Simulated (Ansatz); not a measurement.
# C2H3FGe: the cost of one run

Computed with Ansatz 0.2.0, Gaussian basis. Level: the settings change from run to run.

## 1. The relaxed structure

The structure was relaxed beforehand with PBE0-D4/def2-TZVP.

SMILES `F[C]1=[CH][GeH2]1`, 7 atoms, charge 0, spin multiplicity 1.

Atoms are counted from 1 here; the program's logs count them from 0.

Bond lengths: F1–C2 1.321 Å, C2–C3 1.316 Å, C2–Ge4 1.894 Å, C3–Ge4 1.936 Å, C3–H5 1.082 Å, Ge4–H6 1.533 Å, Ge4–H7 1.533 Å. Angles: F1–C2–C3 135.4°, F1–C2–Ge4 153.0°, C3–C2–Ge4 71.7°, C2–C3–Ge4 68.2°, C2–C3–H5 139.9°, Ge4–C3–H5 151.9°, C2–Ge4–C3 40.2°, C2–Ge4–H6 121.0°, C2–Ge4–H7 121.0°, C3–Ge4–H6 120.4°, C3–Ge4–H7 120.4°, H6–Ge4–H7 114.1°.

## 2. B2PLYP/cc-pVTZ-DK

Options: unrestricted orbitals.

in.yaml reads:

```yaml
crystal:
  periodic: [false, false, false]
  atoms:
    - {symbol: F, position_ang: [-0.615421, -2.157431, 0.558927]}
    - {symbol: C, position_ang: [-0.191465, -0.946253, 0.243620]}
    - {symbol: C, position_ang: [0.983496, -0.362683, 0.139894]}
    - {symbol: Ge, position_ang: [-0.464185, 0.855934, -0.270406]}
    - {symbol: H, position_ang: [2.034383, -0.590955, 0.255466]}
    - {symbol: H, position_ang: [-0.904218, 1.910526, 0.751318]}
    - {symbol: H, position_ang: [-0.781291, 1.222963, -1.724519]}
basis:
  gaussian: {orbitals: cc-pVTZ-DK}
magnetization: {spin_polarized: true, initial_magnetization: 0}
hamiltonian: {xc: {name: B2PLYP}}
output: {forces: true}
```

Launch:

```console
> ansatz run in.yaml --threads 2 --pin off --events-out ev --progress --plain --max-ram 4352MiB
```

Q: Estimate wall time and peak memory on 2 threads of Intel Xeon Platinum 8488C, shared host.

About 15 s, with a peak of 0.92 GiB.
